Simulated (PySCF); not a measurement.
# CH5Ga (SMILES [CH3][GaH2]): levels of theory compared

Aim: a comparison of 6 runs (HF/def2-SVP, B3LYP/6-31G*, BP86/6-31G**, SVWN5/def2-TZVP, PBE0/pcseg-2) of CH5Ga. 

The results are computed with PySCF 2.14.0.

**1. The molecule**

CH5Ga: 7 atoms, total charge 0, spin state singlet. SMILES: `[CH3][GaH2]`. The shape is that of a PBE0-D4/def2-TZVP optimisation.

Bond lengths: C1–Ga2 1.966 Å, C1–H3 1.096 Å, C1–H4 1.090 Å, C1–H5 1.092 Å, Ga2–H6 1.575 Å, Ga2–H7 1.574 Å. Angles: C1–Ga2–H6 120.1°, C1–Ga2–H7 121.1°, Ga2–C1–H3 108.8°, Ga2–C1–H4 112.4°, Ga2–C1–H5 111.3°, H6–Ga2–H7 118.8°, H3–C1–H4 107.8°, H3–C1–H5 107.0°, H4–C1–H5 109.3°.

**2. Energy and gradient at HF/def2-SVP (run 1)**

calc.py

```python
from pyscf import gto, scf

mol = gto.Mole()
mol.atom = '''
C       -0.632400      -0.456000      -0.459400
Ga       0.757000       0.507000       0.544700
H       -1.177800       0.260300      -1.083600
H       -0.216500      -1.221000      -1.115900
H       -1.362100      -0.913700       0.211700
H        0.374300       1.328300       1.832400
H        2.257500       0.495000       0.070100
'''
mol.max_memory = 1860
mol.basis = 'def2-svp'
mol.spin = 0
mol.verbose = 3
mol.build()

hf = scf.RHF(mol)
hf.conv_tol = 1e-10
hf.kernel()
if not hf.converged:
    hf = hf.newton().run(hf.mo_coeff, hf.mo_occ)

e_tot = hf.e_tot
print('Final energy', e_tot)
grad = hf.nuc_grad_method().kernel()
dip = hf.dip_moment()
pop, q = hf.mulliken_pop()
```

Launch:

```sh
$ OMP_NUM_THREADS=1 python calc.py
```

Standard output:

```text
converged SCF energy = -1963.72955123085
Final energy -1963.7295512308506
--------------- RHF gradients ---------------
         x                y                z
0 C     0.0038148007     0.0014090338     0.0025848186
1 Ga    -0.0036142432    -0.0023080142    -0.0026818416
2 H     0.0003223426     0.0005780415     0.0003809799
3 H     0.0006746325     0.0006730783     0.0002965814
4 H     0.0003669611     0.0007916830     0.0004718403
5 H     0.0001636872    -0.0009772325    -0.0013961799
6 H    -0.0017281808    -0.0001665900     0.0003438012
----------------------------------------------
Dipole moment(X, Y, Z, Debye): -0.45937, -0.32163, -0.33350
 ** Mulliken pop  **
pop of  0 C 1s            1.98906
pop of  0 C 2s            0.83103
pop of  0 C 3s            0.33522
pop of  0 C 2px           0.68700
pop of  0 C 2py           0.66709
pop of  0 C 2pz           0.67438
pop of  0 C 3px           0.41842
pop of  0 C 3py           0.37887
pop of  0 C 3pz           0.38622
pop of  0 C 3dxy          0.00583
pop of  0 C 3dyz          0.00849
pop of  0 C 3dz^2         0.00032
pop of  0 C 3dxz          0.00668
pop of  0 C 3dx2-y2       0.00155
pop of  1 Ga 1s           1.99994
pop of  1 Ga 2s           1.99977
pop of  1 Ga 3s           1.99628
pop of  1 Ga 4s           0.90973
pop of  1 Ga 5s           0.12443
pop of  1 Ga 2px          1.99921
pop of  1 Ga 2py          1.99921
pop of  1 Ga 2pz          1.99922
pop of  1 Ga 3px          1.99577
pop of  1 Ga 3py          1.99302
pop of  1 Ga 3pz          1.99447
pop of  1 Ga 4px          0.42428
pop of  1 Ga 4py          0.16495
pop of  1 Ga 4pz          0.30272
pop of  1 Ga 5px          0.17363
pop of  1 Ga 5py          0.06364
pop of  1 Ga 5pz          0.13242
pop of  1 Ga 3dxy         1.62216
pop of  1 Ga 3dyz         1.61952
pop of  1 Ga 3dz^2        1.62258
pop of  1 Ga 3dxz         1.62333
pop of  1 Ga 3dx2-y2      1.62172
pop of  1 Ga 4dxy         0.36355
pop of  1 Ga 4dyz         0.36524
pop of  1 Ga 4dz^2        0.36307
pop of  1 Ga 4dxz         0.36309
pop of  1 Ga 4dx2-y2      0.36398
pop of  1 Ga 5dxy         0.03021
pop of  1 Ga 5dyz         0.03236
pop of  1 Ga 5dz^2        0.03172
pop of  1 Ga 5dxz         0.04136
pop of  1 Ga 5dx2-y2      0.03757
pop of  2 H 1s            0.73768
pop of  2 H 2s            0.18231
pop of  2 H 2px           0.00853
pop of  2 H 2py           0.01050
pop of  2 H 2pz           0.00889
pop of  3 H 1s            0.74165
pop of  3 H 2s            0.17451
pop of  3 H 2px           0.00735
pop of  3 H 2py           0.01077
pop of  3 H 2pz           0.00917
pop of  4 H 1s            0.74020
pop of  4 H 2s            0.17680
pop of  4 H 2px           0.01083
pop of  4 H 2py           0.00657
pop of  4 H 2pz           0.01011
pop of  5 H 1s            0.70157
pop of  5 H 2s            0.49045
pop of  5 H 2px           0.00109
pop of  5 H 2py           0.00219
pop of  5 H 2pz           0.00488
pop of  6 H 1s            0.70159
pop of  6 H 2s            0.48987
pop of  6 H 2px           0.00659
pop of  6 H 2py           0.00044
pop of  6 H 2pz           0.00115
 ** Mulliken atomic charges  **
charge of    0C =     -0.39016
charge of    1Ga =      0.62586
charge of    2H =      0.05209
charge of    3H =      0.05656
charge of    4H =      0.05549
charge of    5H =     -0.20019
charge of    6H =     -0.19964
```

Run time: 13 s. Hardware: 1 thread of Intel Xeon at 2.50GHz (Skylake/Cascade Lake), shared host; peak memory 0.14 GiB.

**3. Energy and forces at B3LYP/6-31G(d) (spherical functions) (run 2)**

start.xyz

```xyz
7

C     -0.632400    -0.456000    -0.459400
Ga     0.757000     0.507000     0.544700
H     -1.177800     0.260300    -1.083600
H     -0.216500    -1.221000    -1.115900
H     -1.362100    -0.913700     0.211700
H      0.374300     1.328300     1.832400
H      2.257500     0.495000     0.070100
```

run.py

```python
import pyscf.grad
from pyscf import gto, dft

mol = gto.M(
    atom='start.xyz',
    max_memory=1860,
    verbose=4,
    basis='6-31g*',
)

myscf = dft.RKS(mol, xc='b3lyp')
myscf.grids.level = 5
myscf.conv_tol = 1e-10
myscf.kernel()
if not myscf.converged:
    myscf = myscf.newton().run(myscf.mo_coeff, myscf.mo_occ)

energy = myscf.e_tot
print('E = %.10f Eh' % energy)
grad = myscf.Gradients().kernel()
myscf.analyze()
```

Launch:

```sh
$ OMP_NUM_THREADS=1 python run.py
```

Standard output:

```text
PySCF version 2.14.0

[... 91 lines left out ...]
Nuclear Repulsion Energy =             102.840799813998700
[... 7 lines left out ...]
MO #2   energy= -45.9449083580528  occ= 2
[... 5 lines left out ...]
MO #8   energy= -3.80227460127643  occ= 2
[... 5 lines left out ...]
MO #14  energy= -0.82485973167892  occ= 2
[... 5 lines left out ...]
MO #20  energy= -0.293718777624381 occ= 2
[... 5 lines left out ...]
MO #26  energy= 0.088960561540508  occ= 0
[... 5 lines left out ...]
MO #32  energy= 0.270322944666665  occ= 0
[... 5 lines left out ...]
MO #38  energy= 0.668187447199915  occ= 0
[... 5 lines left out ...]
MO #44  energy= 1.04696599850162   occ= 0
[... 5 lines left out ...]
MO #50  energy= 2.26347486066677   occ= 0
[... 5 lines left out ...]
MO #56  energy= 2.99208442938131   occ= 0
[... 27 lines left out ...]
pop of  1 Ga 4px          0.71874
pop of  1 Ga 4py          0.27939
pop of  1 Ga 4pz          0.53127
pop of  1 Ga 5px          0.01005
pop of  1 Ga 5py          0.00378
pop of  1 Ga 5pz          0.00677
pop of  1 Ga 3dxy         1.99837
pop of  1 Ga 3dyz         1.99765
pop of  1 Ga 3dz^2        1.99850
pop of  1 Ga 3dxz         1.99803
pop of  1 Ga 3dx2-y2      1.99790
pop of  1 Ga 4dxy         0.00116
pop of  1 Ga 4dyz         0.00165
pop of  1 Ga 4dz^2        0.00165
pop of  1 Ga 4dxz         0.00206
pop of  1 Ga 4dx2-y2      0.00210
pop of  1 Ga 5dxy         0.00047
pop of  1 Ga 5dyz         0.00069
pop of  1 Ga 5dz^2        0.00068
pop of  1 Ga 5dxz         0.00073
pop of  1 Ga 5dx2-y2      0.00081
pop of  2 H 1s            0.87494
pop of  2 H 2s            0.00637
pop of  3 H 1s            0.88095
pop of  3 H 2s            0.00680
pop of  4 H 1s            0.87869
pop of  4 H 2s            0.00668
pop of  5 H 1s            1.06686
pop of  5 H 2s            0.00195
pop of  6 H 1s            1.06622
pop of  6 H 2s            0.00196
 ** Mulliken atomic charges  **
charge of    0C =     -0.50873
charge of    1Ga =      0.30016
charge of    2H =      0.11869
charge of    3H =      0.11224
charge of    4H =      0.11462
charge of    5H =     -0.06881
charge of    6H =     -0.06818
Dipole moment(X, Y, Z, Debye): -0.55480, -0.36773, -0.40144
```

Wall time 38 s (1 thread of Intel Xeon at 2.50GHz (Skylake/Cascade Lake), shared host); peak memory 0.57 GiB.

Runs 3 to 5 aren't shown in full; the table further down has their settings and results.

**4. Energy and forces at PBE0/pcseg-2 (run 6)**

calc.py

```python
from pyscf import gto, dft

system = gto.M(
    atom='''
C       -0.632400      -0.456000      -0.459400
Ga       0.757000       0.507000       0.544700
H       -1.177800       0.260300      -1.083600
H       -0.216500      -1.221000      -1.115900
H       -1.362100      -0.913700       0.211700
H        0.374300       1.328300       1.832400
H        2.257500       0.495000       0.070100
''',
    basis='pcseg-2',
    verbose=3,
    spin=0,
    max_memory=1860,
    charge=0,
)

myscf = dft.RKS(system)
myscf.xc = 'pbe0'
myscf.grids.level = 5
myscf.conv_tol = 1e-10
myscf.kernel()
if not myscf.converged:
    myscf = myscf.newton().run(myscf.mo_coeff, myscf.mo_occ)

e_final = myscf.e_tot
print('E = %.10f Eh' % e_final)
grad = myscf.nuc_grad_method().kernel()
myscf.analyze()
```

Launch:

```sh
$ OMP_NUM_THREADS=1 python calc.py
```

Standard output:

```text
converged SCF energy = -1965.69058080423
[... 22 lines left out ...]
MO #11  energy= -0.842639076609401 occ= 2
[... 11 lines left out ...]
MO #23  energy= 0.0212428164674003 occ= 0
[... 11 lines left out ...]
MO #35  energy= 0.234537286421642  occ= 0
[... 11 lines left out ...]
MO #47  energy= 0.669608426007509  occ= 0
[... 11 lines left out ...]
MO #59  energy= 0.982077729687468  occ= 0
[... 11 lines left out ...]
MO #71  energy= 1.32839044933853   occ= 0
[... 11 lines left out ...]
MO #83  energy= 1.84202365417671   occ= 0
[... 11 lines left out ...]
MO #95  energy= 3.42872196283924   occ= 0
[... 11 lines left out ...]
MO #107 energy= 4.07820746480963   occ= 0
[... 11 lines left out ...]
MO #119 energy= 4.53579728653889   occ= 0
[... 11 lines left out ...]
MO #131 energy= 5.11923210545697   occ= 0
[... 11 lines left out ...]
MO #143 energy= 6.17457942820115   occ= 0
[... 8 lines left out ...]
Dipole moment(X, Y, Z, Debye): -0.49457, -0.34129, -0.35939
```

It took 3.7 min on 1 thread of Intel Xeon at 2.50GHz (Skylake/Cascade Lake), shared host; peak memory 1.6 GiB.

**5. Overview of the runs**

```csv
run,level,integration grid,Cartesian functions,energy (Eh),dipole moment (D),HOMO energy (eV),LUMO energy (eV),wall time
1,HF/def2-SVP,–,no,-1963.729551,0.65,-10.98,1.43,13 s
2,B3LYP/6-31G* (spherical functions),5,no,-1965.716977,0.78,-7.69,-1.61,38 s
3,B3LYP/6-31G* (Cartesian functions),5,yes,-1965.722773,0.77,-7.68,-1.60,34 s
4,BP86/6-31G** (spherical functions),5,no,-1965.932711,0.85,-6.81,-2.23,59 s
5,SVWN5/def2-TZVP,5,no,-1962.528492,0.74,-6.94,-2.45,62 s
6,PBE0/pcseg-2,5,no,-1965.690581,0.70,-8.04,-1.42,3.7 min
```

**6. What came out**

| quantity | value |
| --- | --- |
| run 6: total energy | -1965.69058 Eh |
| run 6: dipole moment | 0.70 D |
| run 6: HOMO energy | -8.04 eV |
| run 6: LUMO energy | -1.42 eV |
| run 6: HOMO–LUMO gap | 6.62 eV |
| run 6: largest force on an atom | 0.056 eV/Å |

What this shows: The dipole moment (its size) runs from 0.65 D (HF/def2-SVP) to 0.85 D (BP86/6-31G**). The two ends differ in method and basis. The HOMO–LUMO gap runs from 4.49 eV (SVWN5/def2-TZVP) to 12.41 eV (HF/def2-SVP). Totals of different functionals can't be ranked against each other. All runs together took 7.1 min, the longest 3.7 min.
